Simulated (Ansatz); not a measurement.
I2: a scan of the bond length, run with Ansatz's Python interface.

Script `run_scan.py`:
```python
import warnings

import ansatz as az
from ase import Atoms
from ase.data import atomic_masses, atomic_numbers
import numpy as np

warnings.simplefilter("ignore", az.DeckWarning)

atoms = Atoms(["I", "I"], positions=[
    (0.0, 0.0, 0.0),
    (0.0, 0.0, 2.62),
])
molecule = az.Crystal.molecule_from_ase(atoms)

symbols = [site.symbol for site in molecule.cartesian_sites]
start = np.array([site.position_ang for site in molecule.cartesian_sites])
axis = (start[1] - start[0]) / np.linalg.norm(start[1] - start[0])
moving = [1]
lengths, energies = [2.306, 2.41, 2.515, 2.62, 2.725, 2.83, 2.934, 3.092], []
for length in lengths:
    xyz = start.copy()
    xyz[moving] += (length - np.linalg.norm(start[1] - start[0])) * axis
    point = az.Crystal.molecule()
    for symbol, place in zip(symbols, xyz):
        point = point.atom(symbol, place.tolist())
    setup = point.calculation()
    setup = setup.basis(gaussian="def2-TZVP").functional("B3LYP")
    setup = setup.scf(lower_state_search="standard")
    report = setup.run().report
    energies.append(report["free_energy_ev"])
    print(f"r = {length:6.3f} A  E = {energies[-1]:.5f} eV  <S^2> = {abs(report['mean_field']['state']['spin_squared']):.3f}")

fit = np.polynomial.Polynomial.fit(lengths, np.array(energies) - min(energies), 4).convert()
roots = [r.real for r in fit.deriv().roots() if abs(r.imag) < 1e-9 and fit.deriv(2)(r.real) > 0]
r_e = min(roots, key=lambda r: abs(r - lengths[int(np.argmin(energies))]))
print(f"minimum of the fit at {r_e:.4f} A, force constant {fit.deriv(2)(r_e):.2f} eV/A^2")
m1, m2 = (atomic_masses[atomic_numbers[s]] for s in symbols)
mu = m1 * m2 / (m1 + m2)
print(f"harmonic wavenumber {521.4709 * np.sqrt(fit.deriv(2)(r_e) / mu):.0f} 1/cm, rotational constant {16.857629 / (mu * r_e ** 2):.4f} 1/cm")
```

Where along the scan is the I-I distance of lowest energy, and how steep are the two sides?

The lowest point is at 2.725 Å. At the shortest distance (2.31 Å) the energy is 1.37 eV higher, at the longest (3.09 Å) 0.49 eV.

The output:

Running `python run_scan.py` prints:
```text
r =  2.306 A  E = -16206.41623 eV  <S^2> = 0.000
r =  2.410 A  E = -16207.15955 eV  <S^2> = 0.000
r =  2.515 A  E = -16207.57489 eV  <S^2> = 0.000
r =  2.620 A  E = -16207.75945 eV  <S^2> = 0.000
r =  2.725 A  E = -16207.78801 eV  <S^2> = 0.000
r =  2.830 A  E = -16207.71331 eV  <S^2> = 0.000
r =  2.934 A  E = -16207.57403 eV  <S^2> = 0.000
r =  3.092 A  E = -16207.29319 eV  <S^2> = 0.000
minimum of the fit at 2.6929 A, force constant 10.44 eV/A^2
harmonic wavenumber 212 1/cm, rotational constant 0.0366 1/cm
```

The settings weren't tested for convergence. The basis set is modest, and single-reference methods fail as a bond breaks. def2 sets replace the cores of elements past krypton by effective core potentials. b3lyp holds the VWN-RPA fit, as in Gaussian; the form of ORCA and Turbomole is b3lyp5. The orbitals are restricted, so S² is zero by construction. The spin state was assumed, and another may lie lower. Timing: 15 s on 1 thread of Arm Neoverse V1, with other jobs on the host, peak memory 0.25 GiB.
